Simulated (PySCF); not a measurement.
# Dy(OH)3(NH3): other functionals and bases at one geometry

An exercise on one series of results from a longer session: the logs are not shown, and one member is left open.

Program: PySCF 2.14.0. Level of theory: several levels, as the steps say, no spin–orbit coupling. These are calculated values, not measurements.

1 further run of the same task is left out (for a known fault of the program).

### The starting structure

11 atoms, charge 0, spin multiplicity 1.

Bond lengths: Dy1–O2 2.064 Å, Dy1–O4 2.065 Å, Dy1–O6 2.064 Å, Dy1–N8 2.510 Å, O2–H3 0.955 Å, O4–H5 0.955 Å, O6–H7 0.955 Å, N8–H9 1.020 Å, N8–H10 1.020 Å, N8–H11 1.020 Å. Angles: O2–Dy1–O4 118.6°, O2–Dy1–O6 118.5°, O2–Dy1–N8 97.2°, O4–Dy1–O6 118.5°, O4–Dy1–N8 96.7°, O6–Dy1–N8 97.2°, Dy1–O2–H3 174.0°, Dy1–O4–H5 173.4°, Dy1–O6–H7 174.1°, Dy1–N8–H9 111.6°, Dy1–N8–H10 112.1°, Dy1–N8–H11 111.6°, H9–N8–H10 107.1°, H9–N8–H11 107.1°, H10–N8–H11 107.1°.

Coordinates:

```
Dy    0.15532   -0.19878    0.24896
O     1.18080    1.31488    1.20747
H     1.69968    1.94362    1.70485
O    -1.41527   -1.10711    1.23567
H    -2.06575   -1.57270    1.75744
O     1.11961   -1.24707   -1.24539
H     1.61915   -1.77444   -1.86541
N    -1.23909    1.26202   -1.24139
H    -1.83572    1.88866   -0.70042
H    -0.66644    1.84537   -1.85207
H    -1.85140    0.70900   -1.84181
```

Formal oxidation states: Dy +3. Each metal's 9 4f electrons lie in its core potential, so multiplicities, spins and levels count the valence alone. An earlier session relaxed this geometry at PBE0, Dy lcecp-1-SVP with ECP55, O def2-SVP, H def2-SVP, N def2-SVP (singlet, point group Cs).

At PBE0 on the finer grid: E = -320.804634 Eh, HOMO -6.97 eV, LUMO -0.17 eV, Mulliken charge on Dy1 +0.90 e, largest force component 0.017 eV/Å. 

Levels to run: TPSSh; revPBE; PBE0, TZVP. Hardware: 2 threads of Arm Neoverse V1, shared host.

Set-up of the first run:

Contents of run.py (the lines that set the calculation):

```python
mol = gto.M(atom='''
Dy     0.15532    -0.19878     0.24896
O      1.18080     1.31488     1.20747
H      1.69968     1.94362     1.70485
O     -1.41527    -1.10711     1.23567
H     -2.06575    -1.57270     1.75744
O      1.11961    -1.24707    -1.24539
H      1.61915    -1.77444    -1.86541
N     -1.23909     1.26202    -1.24139
H     -1.83572     1.88866    -0.70042
H     -0.66644     1.84537    -1.85207
H     -1.85140     0.70900    -1.84181''',
    basis={'Dy': 'lcecp-1-SVP', 'O': 'def2-SVP', 'H': 'def2-SVP', 'N': 'def2-SVP'},
    ecp={'Dy': 'lcecp-1-SVP'},
    charge=0, spin=0)
mf = dft.RKS(mol, xc='TPSSH')
mf.grids.atom_grid = (75, 302)  # f atoms: unpruned, at least (60, 302)
mf = mf.density_fit()  # fitting sets: Dy AutoAux, O def2-universal-JKFIT, H def2-universal-JKFIT, N def2-universal-JKFIT
mf.conv_tol = 1e-08; mf.max_cycle = 55
mf.kernel(dm0)  # dm0: the density of the relaxed state
```

Started as:

```bash
OMP_NUM_THREADS=2 python run.py
```

Steps of the session up to this table: TPSSh; revPBE; PBE0, TZVP.

One of the session's tables, all rows but one given; the rest of the session is left out.

| level | HOMO (eV) | gap (eV) | charge on Dy1 (e) | dipole (D) | largest force component (eV/Å) |
| --- | --- | --- | --- | --- | --- |
| PBE0 (relaxed here) | -6.97 | 6.81 | 0.90 | 4.21 | 0.02 |
| TPSSh | -6.04 | 5.65 | 0.86 | 4.17 | 0.21 |
| revPBE | ? | ? | ? | ? | ? |
| PBE0, TZVP | -7.25 | 6.84 | 1.56 | 4.22 | 0.22 |

Q: Estimate the row for revPBE from the others.

**Answer.** HOMO (eV): -5.23; gap (eV): 4.42; charge on Dy1 (e): 0.70; dipole (D): 4.15; largest force component (eV/Å): 0.40. In the column «HOMO (eV)» it is the highest.

In one basis the HOMO–LUMO gap runs from 4.42 eV (revPBE) to 6.81 eV (PBE0). The largest leftover force, 0.40 eV/Å with revPBE, stands at a geometry relaxed at another level. With 4f in the core, its levels are missing from HOMO and gap, and its count is fixed, so no charge can pass from the ligands into it. Total energies of different levels can't be compared.
